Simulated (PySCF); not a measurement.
**[Yb(BH4)2]+: other functionals and bases at one geometry**

The task here is to estimate one member of a computed series from the others.

Computed with PySCF 2.14.0. Level: several levels, as the steps say, no spin–orbit coupling.

1 further run of the same task is left out (for a known fault of the program).

### Starting geometry

11 atoms, charge 1, spin multiplicity 1.

Bond lengths: Yb1–B2 2.315 Å, Yb1–H4 2.105 Å, Yb1–H5 2.177 Å, Yb1–H6 2.107 Å, Yb1–B7 2.315 Å, Yb1–H9 2.105 Å, Yb1–H10 2.178 Å, Yb1–H11 2.107 Å, B2–H3 1.197 Å, B2–H4 1.272 Å, B2–H5 1.263 Å, B2–H6 1.273 Å, B7–H8 1.196 Å, B7–H9 1.272 Å, B7–H10 1.263 Å, B7–H11 1.273 Å. Angles: B2–Yb1–H4 33.0°, B2–Yb1–H5 32.5°, B2–Yb1–H6 33.0°, B2–Yb1–B7 122.3°, B2–Yb1–H9 100.2°, B2–Yb1–H10 154.4°, B2–Yb1–H11 105.4°, H4–Yb1–H5 55.8°, H4–Yb1–H6 56.6°, H4–Yb1–B7 100.2°, H4–Yb1–H9 93.5°, H4–Yb1–H10 130.2°, H4–Yb1–H11 74.9°, H5–Yb1–H6 55.7°, H5–Yb1–B7 154.4°, H5–Yb1–H9 130.2°, H5–Yb1–H10 173.1°, H5–Yb1–H11 129.4° and more.

Geometry (Å):

```xyz
11
charge 1, multiplicity 1
Yb    0.0001   -0.0001   -0.2404
B     2.0275   -0.0259    0.8767
H     3.0361   -0.0312    1.5204
H     1.2089   -0.9434    1.2014
H     2.1679   -0.1550   -0.3718
H     1.3415    1.0379    1.0089
B    -2.0275    0.0259    0.8766
H    -3.0359    0.0313    1.5205
H    -1.2088    0.9433    1.2012
H    -2.1681    0.1551   -0.3718
H    -1.3416   -1.0380    1.0087
```

Formal oxidation states: Yb +3. Each metal's 13 4f electrons lie in its core potential, so multiplicities, spins and levels count the valence alone. An earlier session relaxed this geometry at PBE0, Yb lcecp-1-SVP with ECP59, B def2-SVP, H def2-SVP (singlet, point group C2).

At PBE0 on the finer grid: E = -93.545791 Eh, HOMO -14.18 eV, LUMO -7.87 eV, Mulliken charge on Yb1 +0.91 e, largest force component 0.013 eV/Å. 

Levels to run: revPBE; TPSS; PBE0, TZVP. Hardware: 2 threads of Arm Neoverse V2, shared host.

The first run:

Contents of run.py (the lines that set the calculation):

```python
mol = gto.M(atom='''
Yb     0.00005    -0.00008    -0.24040
B      2.02748    -0.02589     0.87673
H      3.03611    -0.03120     1.52036
H      1.20886    -0.94340     1.20138
H      2.16791    -0.15503    -0.37175
H      1.34151     1.03793     1.00891
B     -2.02750     0.02591     0.87660
H     -3.03593     0.03127     1.52053
H     -1.20876     0.94334     1.20122
H     -2.16813     0.15509    -0.37183
H     -1.34159    -1.03796     1.00873''',
    basis={'Yb': 'lcecp-1-SVP', 'B': 'def2-SVP', 'H': 'def2-SVP'},
    ecp={'Yb': 'lcecp-1-SVP'},
    charge=1, spin=0)
mf = dft.RKS(mol, xc='PBE_R,PBE')
mf.grids.atom_grid = (75, 302)  # f atoms: unpruned, at least (60, 302)
mf = mf.density_fit()  # fitting sets: Yb AutoAux, B def2-universal-JKFIT, H def2-universal-JKFIT
mf.conv_tol = 1e-08; mf.max_cycle = 55
mf.kernel(dm0)  # dm0: the density of the relaxed state
```

Command:

```console
$ OMP_NUM_THREADS=2 python run.py
```

Steps of the session up to this table: revPBE; TPSS; PBE0, TZVP.

One of the session's tables, all rows but one given; the rest of the session is left out.

| level | HOMO (eV) | gap (eV) | charge on Yb1 (e) | dipole (D) | largest force component (eV/Å) |
| --- | --- | --- | --- | --- | --- |
| PBE0 (relaxed here) | -14.18 | 6.31 | 0.91 | 3.70 | 0.01 |
| revPBE | ? | ? | ? | ? | ? |
| TPSS | -13.00 | 4.57 | 0.87 | 3.62 | 0.29 |
| PBE0, TZVP | -14.20 | 6.36 | 1.12 | 3.65 | 0.28 |

**Question.** Estimate the row for revPBE.

The run gave: HOMO (eV): -12.75; gap (eV): 4.19; charge on Yb1 (e): 0.70; dipole (D): 3.44; largest force component (eV/Å): 0.38. In the column «HOMO (eV)» it is the highest.

The dipole of a charged species depends on the origin, so these sizes hold for this origin alone.

In one basis the HOMO–LUMO gap runs from 4.19 eV (revPBE) to 6.31 eV (PBE0). The largest leftover force, 0.38 eV/Å with revPBE, stands at a geometry relaxed at another level. With 4f in the core, its levels are missing from HOMO and gap, and its count is fixed, so no charge can pass from the ligands into it. Total energies of different levels can't be compared.
